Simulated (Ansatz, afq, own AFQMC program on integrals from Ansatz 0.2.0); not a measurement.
# GeHO (quartet): quantum Monte Carlo beside coupled cluster at distance Ge1–O2 = 1.641 Å, cc-pVDZ

How near does AFQMC come to the top of the ladder for GeHO (quartet)?

Computed with Ansatz 0.2.0, Gaussian basis, and an in-house AFQMC program (afq) on its integrals; all values are calculated. Level: cc-pVDZ, frozen cores.

To be run: PBE (unrestricted); r2SCAN (unrestricted); PBE0 (unrestricted); B3LYP (unrestricted); wB97M-V (unrestricted); B2PLYP (unrestricted); CCSD(T) on UHF; CCSDT(Q) on UHF; Phaseless AFQMC, CISD trial on UHF.

### 1 The system

The geometry derives from a PBE0/def2-TZVP stationary point (not a proven minimum). One bond is set to the value named and the two fragments are kept rigid. No spin-orbit coupling is included. The filled d shell of Ge may be among the frozen orbitals whatever the setting's name suggests; the logs give the count.

3 atoms, charge 0, spin multiplicity 4.

Atoms are counted from 1 here; the program's logs count them from 0.

Bond lengths: Ge1–O2 1.641 Å, Ge1–H3 1.563 Å. Angles: O2–Ge1–H3 114.5°.

### 2 PBE (unrestricted)

The input, in.yaml:

```yaml
crystal:
  periodic: [false, false, false]
  atoms:
    - {symbol: Ge, position_ang: [0.000000, -0.034992, 0.283872]}
    - {symbol: O, position_ang: [0.000000, 0.074446, -1.353474]}
    - {symbol: H, position_ang: [0.000000, 1.340090, 1.026136]}
basis:
  gaussian: {orbitals: cc-pVDZ}
magnetization: {spin_polarized: true, initial_magnetization: 3}
hamiltonian: {xc: {name: PBE}}
output: {orbitals: {seedname: orbitals}}
```

On the command line:

```console
> ansatz run in.yaml --threads 1 --pin off --events-out ev --progress --plain --max-ram 1382MiB
```

Output:

```text
Functional definition: PBE
  name "PBE"
  cite "Perdew, Burke & Ernzerhof, Phys. Rev. Lett. 77, 3865 (1996) doi:10.1103/PhysRevLett.77.3865"
  parent pbe
  parameter kappa = 0.804
  parameter beta = 0.06672455060314922
  exchange = pbe_x(kappa = kappa, mu = beta*pi^2/3)
  correlation = pbe_c(beta = beta)
568 factors; their error is unknown
mean field evaluation 1: about -58562.4686 eV, gradient 2.2e1 eV
mean field evaluation 2: about -58545.0319 eV, gradient 6.4e1 eV
mean field evaluation 4: about -58564.2541 eV, gradient 4.3e0 eV
mean field evaluation 8: about -58564.3983 eV, gradient 1.1e-1 eV
mean field evaluation 16: about -58564.3833 eV, gradient 6.0e-5 eV
mean field evaluation 32: about -58564.3843 eV, gradient 6.6e-4 eV
mean field evaluation 64: about -58564.3833 eV, gradient 2.3e-3 eV
mean field -58564.38429556 eV, -2152.2014264963 hartree, gradient 4.2e-6 eV, S^2 3.752743; 10 other end points of the search recorded, 0 dependent functions left out
reference -58564.38432450 eV, -2152.2014275598 hartree; 22, 19 occupied and 24, 27 virtual orbitals, 568 factors
Total energy: -58564.38432450 eV, -2152.2014275598 hartree
```

Run time: 9 s. Hardware: 1 thread of Arm Neoverse V1, shared host.

From the report: ⟨S²⟩ of the determinant 3.753 (pure quartet: 3.75).

### 3 r2SCAN (unrestricted)

in.yaml: that of step 2 with these lines changed.

```diff
@@ -9,3 +9,2 @@
 magnetization: {spin_polarized: true, initial_magnetization: 3}
-hamiltonian: {xc: {name: PBE}}
-output: {orbitals: {seedname: orbitals}}
+hamiltonian: {xc: {name: r2SCAN}}
```

The command is unchanged.

Output, cut to the lines that bear on the results:

```text
Functional definition: r2SCAN
  name "r2SCAN"
  cite "Furness, Kaplan, Ning, Perdew & Sun, J. Phys. Chem. Lett. 11, 8208 (2020) doi:10.1021/acs.jpclett.0c02405"
  cite "Furness, Kaplan, Ning, Perdew & Sun, J. Phys. Chem. Lett. 11, 9248 (2020) doi:10.1021/acs.jpclett.0c03077"
  parent r2scan
[...]
568 factors; their error is unknown
[...]
mean field -58574.06213772 eV, -2152.5570806360 hartree, gradient 1.6e-6 eV, S^2 3.756958; 4 other end points of the search recorded, 0 dependent functions left out
reference -58574.06214694 eV, -2152.5570809748 hartree; 22, 19 occupied and 24, 27 virtual orbitals, 568 factors
Total energy: -58574.06214694 eV, -2152.5570809748 hartree
```

Run time: 39 s. Hardware: 1 thread of Arm Neoverse V1, shared host.

From the report: ⟨S²⟩ of the determinant 3.757 (pure quartet: 3.75).

### 4 PBE0 (unrestricted)

in.yaml: that of step 3 with these lines changed.

```diff
@@ -9,2 +9,3 @@
 magnetization: {spin_polarized: true, initial_magnetization: 3}
-hamiltonian: {xc: {name: r2SCAN}}
+hamiltonian: {xc: {name: PBE0}}
+output: {orbitals: {seedname: orbitals}}
```

The command is unchanged.

Output, cut to the lines that bear on the results:

```text
Functional definition: PBE0
  name "PBE0"
  cite "Adamo & Barone, J. Chem. Phys. 110, 6158 (1999) doi:10.1063/1.478522"
  cite "Perdew, Burke & Ernzerhof, Phys. Rev. Lett. 77, 3865 (1996) doi:10.1103/PhysRevLett.77.3865"
  parent pbe
[...]
503 factors; integrals over basis functions are off by at most 1.2e-3 eV
[...]
mean field -58565.98113672 eV, -2152.2601093267 hartree, gradient 2.3e-6 eV, S^2 3.754984; 3 other end points of the search recorded, 0 dependent functions left out
reference -58565.98115850 eV, -2152.2601101272 hartree; 22, 19 occupied and 24, 27 virtual orbitals, 503 factors
Total energy: -58565.98115850 eV, -2152.2601101272 hartree
```

Wall time 7 s (1 thread of Arm Neoverse V1, shared host).

From the report: ⟨S²⟩ of the determinant 3.755 (pure quartet: 3.75).

### 5 B3LYP (unrestricted)

in.yaml: that of step 4 with these lines changed.

```diff
@@ -9,3 +9,2 @@
 magnetization: {spin_polarized: true, initial_magnetization: 3}
-hamiltonian: {xc: {name: PBE0}}
-output: {orbitals: {seedname: orbitals}}
+hamiltonian: {xc: {name: B3LYP}}
```

Launched as before.

Output, cut to the lines that bear on the results:

```text
Functional definition: B3LYP
  name "B3LYP"
  cite "Stephens, Devlin, Chabalowski & Frisch, J. Phys. Chem. 98, 11623 (1994) doi:10.1021/j100096a001"
  cite "Becke, Phys. Rev. A 38, 3098 (1988) doi:10.1103/PhysRevA.38.3098"
  cite "Lee, Yang & Parr, Phys. Rev. B 37, 785 (1988) doi:10.1103/PhysRevB.37.785"
  cite "Vosko, Wilk & Nusair, Can. J. Phys. 58, 1200 (1980) doi:10.1139/p80-159"
[...]
503 factors; integrals over basis functions are off by at most 1.2e-3 eV
[...]
mean field -58576.41810285 eV, -2152.6436607574 hartree, gradient 4.1e-6 eV, S^2 3.754939; 3 other end points of the search recorded, 0 dependent functions left out
reference -58576.41828260 eV, -2152.6436673631 hartree; 22, 19 occupied and 24, 27 virtual orbitals, 503 factors
Total energy: -58576.41828260 eV, -2152.6436673631 hartree
```

Run time: 7 s. Hardware: 1 thread of Arm Neoverse V1, shared host.

From the report: ⟨S²⟩ of the determinant 3.755 (pure quartet: 3.75).

### 6 wB97M-V (unrestricted)

in.yaml: that of step 5 with these lines changed.

```diff
@@ -9,2 +9,3 @@
 magnetization: {spin_polarized: true, initial_magnetization: 3}
-hamiltonian: {xc: {name: B3LYP}}
+hamiltonian: {xc: {name: wB97M-V}}
+output: {orbitals: {seedname: orbitals}}
```

The command is unchanged.

Output, cut to the lines that bear on the results:

```text
Functional definition: wB97M-V
  name "wB97M-V"
  cite "Mardirossian & Head-Gordon, J. Chem. Phys. 144, 214110 (2016) doi:10.1063/1.4952647"
  cite "Becke, J. Chem. Phys. 107, 8554 (1997) doi:10.1063/1.475007"
  cite "Vydrov & Van Voorhis, J. Chem. Phys. 133, 244103 (2010) doi:10.1063/1.3521275"
  # Of w^i u^j: cxij and so on, Table III.
[...]
  gx(w, u) = 1 - cx + cx01*u + cx10*w
  gss(w, u) = css00 + css04*u^4 + css10*w + css20*w^2 + css43*w^4*u^3
  gos(w, u) = cos00 + cos10*w + (cos20 + cos21*u)*w^2 + (cos60 + cos61*u)*w^6
[...]
      + integral(e_c_pw_mod_opposite_spin*gos(b97_w_opposite, b97_u_opposite)) + vv10(b, c)
503 factors; integrals over basis functions are off by at most 1.2e-3 eV
127 factors; integrals over basis functions are off by at most 4.3e-6 eV
[...]
mean field -58571.41906544 eV, -2152.4599495211 hartree, gradient 3.1e-6 eV, S^2 3.755338; 3 other end points of the search recorded, 0 dependent functions left out
reference -58571.41909333 eV, -2152.4599505463 hartree; 22, 19 occupied and 24, 27 virtual orbitals, 503 factors
Total energy: -58571.41909333 eV, -2152.4599505463 hartree
```

Wall time 41 s (1 thread of Arm Neoverse V1, shared host).

From the report: ⟨S²⟩ of the determinant 3.755 (pure quartet: 3.75).

### 7 B2PLYP (unrestricted)

in.yaml: that of step 6 with these lines changed.

```diff
@@ -9,3 +9,3 @@
 magnetization: {spin_polarized: true, initial_magnetization: 3}
-hamiltonian: {xc: {name: wB97M-V}}
-output: {orbitals: {seedname: orbitals}}
+hamiltonian: {xc: {name: B2PLYP}}
+correlation: {electrons: outside_noble_gas}
```

The command is unchanged.

Output, cut to the lines that bear on the results:

```text
Functional definition: B2PLYP
  name "B2PLYP"
  cite "Grimme, J. Chem. Phys. 124, 034108 (2006) doi:10.1063/1.2148954"
  cite "Becke, Phys. Rev. A 38, 3098 (1988) doi:10.1103/PhysRevA.38.3098"
  cite "Lee, Yang & Parr, Phys. Rev. B 37, 785 (1988) doi:10.1103/PhysRevB.37.785"
[...]
503 factors; integrals over basis functions are off by at most 1.2e-3 eV
[...]
mean field -58560.33544576 eV, -2152.0526340108 hartree, gradient 1.5e-8 eV, S^2 3.758831; 3 other end points of the search recorded, 0 dependent functions left out
15 core orbitals not correlated: weight in the atoms' cores, before any rotation towards them, 0.957 or more for the frozen orbitals, at most 0.041 for the correlated occupied ones
reference -58560.33555979 eV, -2152.0526382013 hartree; 7, 4 occupied and 24, 27 virtual orbitals, 503 factors
second order -6.59353621 eV of doubles, -0.00000000 eV of singles
Total energy: -58562.11581457 eV, -2152.1180613576 hartree
```

It took 8.5 s on 1 thread of Arm Neoverse V1, shared host.

From the report: ⟨S²⟩ of the determinant 3.759 (pure quartet: 3.75).

### 8 CCSD(T) on UHF

in.yaml: that of step 7 with these lines changed.

```diff
@@ -9,3 +9,2 @@
 magnetization: {spin_polarized: true, initial_magnetization: 3}
-hamiltonian: {xc: {name: B2PLYP}}
-correlation: {electrons: outside_noble_gas}
+correlation: {method: ccsd_t, electrons: outside_noble_gas, hamiltonian_folder: ham}
```

Launched as before.

Output, cut to the lines that bear on the results:

```text
Functional definition: HF
  name "HF"
  cite "Fock, Z. Phys. 61, 126 (1930) doi:10.1007/BF01340294"
  parent pbe
[...]
503 factors; integrals over basis functions are off by at most 1.2e-3 eV
[...]
mean field -58522.06735413 eV, -2150.6463075824 hartree, gradient 2.0e-6 eV, S^2 3.762573; 8 other end points of the search recorded, 0 dependent functions left out
determinant -58522.06735413 eV, -2150.6463075824 hartree, with singles and doubles -58528.07667816 eV, -2150.8671461672 hartree
determinant -58522.04989067 eV, -2150.6456658120 hartree, with singles and doubles -58528.05392686 eV, -2150.8663100722 hartree
determinant -58522.06735413 eV, -2150.6463075824 hartree, with singles and doubles -58528.07796231 eV, -2150.8671933589 hartree
determinant -58522.04989067 eV, -2150.6456658120 hartree, with singles and doubles -58528.05786423 eV, -2150.8664547681 hartree
15 core orbitals not correlated: weight in the atoms' cores, before any rotation towards them, 0.967 or more for the frozen orbitals, at most 0.032 for the correlated occupied ones
reference -58522.06735413 eV, -2150.6463075824 hartree; 7, 4 occupied and 24, 27 virtual orbitals, 503 factors
second order -5.31657321 eV of doubles, -0.00000000 eV of singles
cycle   1  -6.01060551 eV  change    2.7e-6 eV  update   3.4e-6
perturbative correction -0.12038049 eV, -0.0044239016 hartree
Total energy: -58528.19834014 eV, -2150.8716171624 hartree
```

It took 5.5 s on 1 thread of Arm Neoverse V1, shared host.

From the report: ⟨S²⟩ of the determinant 3.763 (pure quartet: 3.75); correlation -6.1310 eV; T1 0.019; largest double amplitude 0.04.

This run also writes the integrals to the folder ham.

### 9 CCSDT(Q) on UHF

in.yaml: that of step 8 with these lines changed.

```diff
@@ -9,2 +9,2 @@
 magnetization: {spin_polarized: true, initial_magnetization: 3}
-correlation: {method: ccsd_t, electrons: outside_noble_gas, hamiltonian_folder: ham}
+correlation: {method: ccsdt_q, electrons: outside_noble_gas}
```

The command is unchanged.

Output, cut to the lines that bear on the results:

```text
Functional definition: HF
  name "HF"
  cite "Fock, Z. Phys. 61, 126 (1930) doi:10.1007/BF01340294"
  parent pbe
[...]
865 factors; integrals over basis functions are off by at most 1.8e-7 eV
[...]
mean field -58522.06751924 eV, -2150.6463136501 hartree, gradient 8.1e-7 eV, S^2 3.762573; 8 other end points of the search recorded, 0 dependent functions left out
determinant -58522.06751924 eV, -2150.6463136501 hartree, with singles and doubles -58528.07685003 eV, -2150.8671524833 hartree
determinant -58522.05005800 eV, -2150.6456719611 hartree, with singles and doubles -58528.05409905 eV, -2150.8663164001 hartree
determinant -58522.06751924 eV, -2150.6463136501 hartree, with singles and doubles -58528.07813412 eV, -2150.8671996726 hartree
determinant -58522.05005800 eV, -2150.6456719611 hartree, with singles and doubles -58528.05803648 eV, -2150.8664610982 hartree
15 core orbitals not correlated: weight in the atoms' cores, before any rotation towards them, 0.967 or more for the frozen orbitals, at most 0.032 for the correlated occupied ones
reference -58522.06751924 eV, -2150.6463136501 hartree; 7, 4 occupied and 24, 27 virtual orbitals, 865 factors
second order -5.31659428 eV of doubles, -0.00000000 eV of singles
cycle   1  -5.75635211 eV  change   -4.4e-1 eV  update   7.1e-2
[...]
cycle  24  -6.15355218 eV  change   -4.3e-7 eV  update   6.8e-7
perturbative correction -0.01103644 eV, -0.0004055816 hartree
Total energy: -58528.23210786 eV, -2150.8728581034 hartree
```

It took 21 s on 1 thread of Arm Neoverse V1, shared host.

From the report: ⟨S²⟩ of the determinant 3.763 (pure quartet: 3.75); correlation -6.1646 eV; T1 0.020; largest double amplitude 0.04.

### 10 Phaseless AFQMC, CISD trial on UHF

It reads the integrals that the CCSD(T) run on this determinant wrote.

On the command line:

```console
> afq ham --method phaseless --trial cisd --walkers 60 --populations 1 --least-time 40 --time-step 0.005 --steps-per-block 50 --equilibration-blocks 28 --max-blocks 300 --target-error 0.0004 --factor-cut 1e-05 --start spin_pure --seed 4997 --release-times 0.24,0.51,0.99,1.62,2.4 --release-step 0.03 --release-every 4 --taylor-order 6
```

Output:

```text
orbitals 31  electrons 7 4  factors 240 of 503
reference energy -2150.64630758 Eh
CCSD correlation -0.22088564 Eh in 12 cycles, weight of the determinant in the CISD state 0.9110
energy of the start -2150.866896 Eh
 block  time / (1/Eh)  mean weight  energy / Eh
     1     0.250  1.0000  -2150.865009
     2     0.500  0.9988  -2150.866307
     3     0.750  0.9994  -2150.867088
     4     1.000  1.0014  -2150.877587
     5     1.250  0.9991  -2150.869319
     6     1.500  0.9990  -2150.873669
     7     1.750  0.9998  -2150.873327
     8     2.000  0.9957  -2150.869733
     9     2.250  0.9991  -2150.869767
    10     2.500  1.0018  -2150.872359
    13     3.250  1.0029  -2150.886487
    17     4.250  1.0014  -2150.872061
    21     5.250  1.0015  -2150.874368
    25     6.250  0.9998  -2150.871872
    29     7.250  1.0027  -2150.871318
    33     8.250  1.0007  -2150.873756
    37     9.250  1.0002  -2150.870601
    41    10.250  1.0027  -2150.874703
    45    11.250  0.9994  -2150.874265
    49    12.250  0.9987  -2150.870034
    53    13.250  0.9984  -2150.873068
    57    14.250  0.9987  -2150.870517
    61    15.250  1.0004  -2150.878164
    65    16.250  1.0000  -2150.871459
    69    17.250  1.0007  -2150.871718
    73    18.250  0.9991  -2150.874688
    77    19.250  0.9990  -2150.871149
    81    20.250  0.9954  -2150.869102
    85    21.250  1.0010  -2150.868598
    89    22.250  1.0002  -2150.867072
    93    23.250  1.0021  -2150.872773
    97    24.250  0.9993  -2150.874135
   101    25.250  1.0017  -2150.874909
   105    26.250  1.0035  -2150.868650
   109    27.250  1.0005  -2150.872246
   113    28.250  0.9988  -2150.870874
   117    29.250  1.0019  -2150.871278
   121    30.250  0.9979  -2150.869035
   125    31.250  1.0011  -2150.874185
   129    32.250  1.0000  -2150.868331
   133    33.250  1.0015  -2150.875305
   137    34.250  0.9983  -2150.868846
   141    35.250  1.0022  -2150.869901
   145    36.250  0.9982  -2150.874519
   149    37.250  1.0018  -2150.869092
   153    38.250  0.9994  -2150.868703
   157    39.250  1.0024  -2150.866502
   161    40.250  1.0024  -2150.867240
   165    41.250  1.0008  -2150.870817
   169    42.250  0.9976  -2150.868106
   173    43.250  0.9990  -2150.868683
   177    44.250  1.0007  -2150.872818
   181    45.250  1.0002  -2150.872502
   185    46.250  1.0003  -2150.868640
blocks merged  error / Eh  count
     1  0.000243  160
     2  0.000292  80
     4  0.000309  40
     8  0.000319  20
    16  0.000353  10
released: time / (1/Eh)  energy / Eh  error  mean overlap
  0.24  -2150.872786  0.000423  0.9924
  0.51  -2150.872592  0.000473  1.0023
  0.99  -2150.872473  0.000427  1.0115
  1.62  -2150.872741  0.000562  0.9883
  2.40  -2150.873267  0.000733  1.0270
energy -2150.871625 +/- 0.000319 Eh
```

It took 3.3 min on 1 thread of Arm Neoverse V1, shared host.

Energy -58528.1985 ± 0.0087 eV. Caveats: constraint bias not in the error.

### 11 All levels side by side

On the UHF determinant, counted from CCSDT(Q) (a yardstick, not exact):

```tsv
level	energy (eV)	from CCSDT(Q) (kJ/mol)	statistical error (kJ/mol)	time
HF	-58522.0674	+594.8		
MP2	-58527.3839	+81.8		
CCSD	-58528.0780	+14.9		
CCSD(T)	-58528.1983	+3.3		
CCSDT(Q)	-58528.2321	0.0		
Phaseless AFQMC, CISD trial, step 0.005, 60 walkers	-58528.1985	+3.2	0.8	3.3 min
```

The functionals' totals stand on their own zeros and serve differences with other points: PBE -58564.384 eV; r2SCAN -58574.062 eV; PBE0 -58565.981 eV; B3LYP -58576.418 eV; wB97M-V -58571.419 eV; B2PLYP -58562.116 eV.

### 12 Outcome

| quantity | value |
| --- | --- |
| CCSD(T) on UHF from CCSDT(Q) | +3.3 kJ/mol |
| Phaseless AFQMC, CISD trial on UHF from CCSDT(Q) | +3.2 ± 0.8 kJ/mol |

In words: On UHF the phaseless walk with the CISD trial lies +3.2 kJ/mol from CCSDT(Q), 4 times its error bar. Error bars are statistical and leave out the constraint, the time step and what remains of the start.
